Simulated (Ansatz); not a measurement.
# CH3Ga (singlet): the correlation ladder, cc-pVDZ

The task here is to estimate one member of a computed series from the others.

Program: Ansatz 0.2.0, Gaussian basis. Level of theory: cc-pVDZ, core rule «outside noble gas», up to 15 orbitals frozen. These are calculated values, not measurements.

To be run: UHF; CCSD(T) on RHF; BCCD(T) on RHF; CISD; CCSDT(Q) on RHF; CCSDTQ on RHF; CASSCF and MRCISD+Q, 10 electrons in 11 orbitals; CASSCF and NEVPT2, 10 electrons in 11 orbitals.

7 further runs of the same task are left out: 4 for a known fault of the program, 3 set aside as unsound or not needed.

### The geometry

The geometry is a PBE0/def2-TZVP stationary point (not a proven minimum). No spin-orbit coupling is included. The filled d shell of Ga may be among the frozen orbitals whatever the setting's name suggests; the logs give the count.

5 atoms, charge 0, spin multiplicity 1.

Atoms are counted from 1 here; the program's logs count them from 0.

Bond lengths: C1–Ga2 2.035 Å, C1–H3 1.097 Å, C1–H4 1.097 Å, C1–H5 1.097 Å. Angles: Ga2–C1–H3 111.3°, Ga2–C1–H4 111.3°, Ga2–C1–H5 111.3°, H3–C1–H4 107.6°, H3–C1–H5 107.6°, H4–C1–H5 107.6°.

The first run:

The input, in.yaml:

```yaml
crystal:
  periodic: [false, false, false]
  atoms:
    - {symbol: C, position_ang: [-1.659818, -0.017478, -0.000395]}
    - {symbol: Ga, position_ang: [0.375183, 0.003951, 0.000089]}
    - {symbol: H, position_ang: [-2.068843, 0.999956, 0.001262]}
    - {symbol: H, position_ang: [-2.052900, -0.534005, 0.883440]}
    - {symbol: H, position_ang: [-2.052511, -0.530967, -0.886170]}
basis:
  gaussian: {orbitals: cc-pVDZ}
magnetization: {spin_polarized: true, initial_magnetization: 0}
hamiltonian: {xc: hf}
output: {orbitals: {seedname: orbitals}}
```

On the command line:

```console
$ ansatz run in.yaml --threads 1 --pin off --events-out ev --progress --plain --max-ram 4096MiB --backend cpu
```

Steps of the session up to this table: UHF; CCSD(T) on RHF; BCCD(T) on RHF; CISD; CCSDT(Q) on RHF; CCSDTQ on RHF; CASSCF and MRCISD+Q, 10 electrons in 11 orbitals; CASSCF and NEVPT2, 10 electrons in 11 orbitals.

One table of the session follows, with a row left open; its other results are not shown here.

```
          method  from RCCSDTQ (kcal/mol)
             RHF                  +146.53
            RMP2                   +23.82
           RCCSD                    +4.26
        RCCSD(T)                    +0.60
         BCCD(T)                    +0.59
          RCCSDT                    +0.21
       RCCSDT(Q)                     0.00
         RCCSDTQ                        0
  CASSCF valence                        ?
  NEVPT2 valence                   +20.18
  MRCISD valence                    +4.01
MRCISD+Q valence                    +0.37
```

**Question.** Estimate the row for CASSCF valence.

**Answer.** from RCCSDTQ (kcal/mol): +75.90. In the column «from RCCSDTQ (kcal/mol)» it lies between RMP2 (+23.82) and RHF (+146.53).

Not comparable, so not listed: CISD (they don't share determinant, frozen orbitals or solution with the rows shown, or repeat one).
